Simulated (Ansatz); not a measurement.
# GeH₅ radical (built from SMILES [GeH3].[H][H]): single points off equilibrium

The task here is to estimate one member of a computed series from the others.

Program: Ansatz 0.2.0, Gaussian basis. Level of theory: single points in def2-TZVPP. These are calculated values, not measurements.

Cores are frozen in the correlated methods. Filled d shells of the heavier atoms are correlated. Orbitals are unrestricted. B3LYP uses VWN-RPA correlation.

## Where the work starts

6 atoms, charge 0, spin multiplicity 2.

Atoms are counted from 1 here; the program's logs count them from 0.

Bond lengths: H1–H2 0.759 Å, Ge3–H4 1.372 Å, Ge3–H5 1.578 Å. Angles: H4–Ge3–H5 102.1°.

Coordinates:

```xyz
6

H    -1.09220   -0.38400    1.14850
H    -1.46450   -0.77630    1.68110
Ge    0.23720    0.38340   -0.39160
H     1.11060    1.19140    0.29090
H     0.47190    0.83040   -1.88670
H     0.92990   -1.25230   -0.88410
```

Set-up of the first run:

run/in.yaml

```yaml
crystal:
  periodic: [false, false, false]
  atoms:
    - {symbol: H, position_ang: [-1.092200, -0.384000, 1.148500]}
    - {symbol: H, position_ang: [-1.464500, -0.776300, 1.681100]}
    - {symbol: Ge, position_ang: [0.237200, 0.383400, -0.391600]}
    - {symbol: H, position_ang: [1.110600, 1.191400, 0.290900]}
    - {symbol: H, position_ang: [0.471900, 0.830400, -1.886700]}
    - {symbol: H, position_ang: [0.929900, -1.252300, -0.884100]}
basis:
  gaussian: {orbitals: def2-TZVPP}
magnetization: {spin_polarized: true, initial_magnetization: 1}
correlation: {method: ccsd_t}
scf: {omitted_lower_state_checks: [cluster_reference]}
output: {forces: true}
```

The command line of these runs was not kept.

Among the steps run: CCSD(T)/def2-TZVPP; PBE0-D4/def2-TZVPP; wB97M-V/def2-TZVPP; r2SCAN-D4/def2-TZVPP; PBE-D4/def2-TZVPP; B3LYP-D4/def2-TZVPP; HSE06-D4/def2-TZVPP.

One table of the session follows, with a row left open; its other results are not shown here.

| method | RMS force component (eV/Å) | angle to CCSD(T) forces (°) | dipole (D) |
| --- | --- | --- | --- |
| CCSD(T) | 1.885 | reference | 1.16 |
| PBE0-D4 | 1.889 | 4.4 | 1.16 |
| wB97M-V | ? | ? | ? |
| r2SCAN-D4 | 1.862 | 4.0 | 1.15 |
| PBE-D4 | 1.842 | 9.1 | 1.10 |
| B3LYP-D4 | 1.856 | 4.3 | 1.22 |
| HSE06-D4 | 1.888 | 4.6 | 1.16 |

Q: Estimate the row for wB97M-V from the others.

**Answer.** RMS force component (eV/Å): 1.909; angle to CCSD(T) forces (°): 1.2; dipole (D): 1.28. In the column «RMS force component (eV/Å)» it is the highest.
